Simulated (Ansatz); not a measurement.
# BiTe in Ansatz: the effect of exact exchange

The system is BiTe.

```
Bi Te
1.0
     2.42271    1.39875    3.31729
    -2.42271    1.39875    3.31729
     0.00000   -2.79750    3.31729
Bi Te
1 1
Direct
  0.50000 0.50000 0.50000
  0.00000 0.00000 0.00000
```

The cell comes from a database or a generator and needn't be the stable form of this composition.

Alike in all runs:

```yaml
Program: Ansatz 0.2.0
Task: single point
Functional: HSE06 form with a typed share of exact exchange
Potentials_or_basis: Ansatz PAW
Cutoff: "420 eV (not typed: the program's choice for these potentials)"
k_mesh: 4 × 4 × 4
Occupations: fermi-dirac, width 0.05 eV
Spin: no spin polarisation
```

One run gave: pressure -3.5 GPa. Which exact exchange did it use?
A. 0.5
B. 0.25
C. 0.3
D. 0.15
E. 0.1

A.

```csv
exact exchange,pressure (GPa)
0.05,-0.3
0.1,-0.7
0.15,-1.1
0.2,-1.4
0.25,-1.8
0.3,-2.1
0.4,-2.8
0.5,-3.5
```

Caveats: all runs use coarse meshes; the PAW data sets come from PBE, with cores solved anew for the run's functional, which leaves a small shift of forces and pressure; the thresholds are loose for stress.
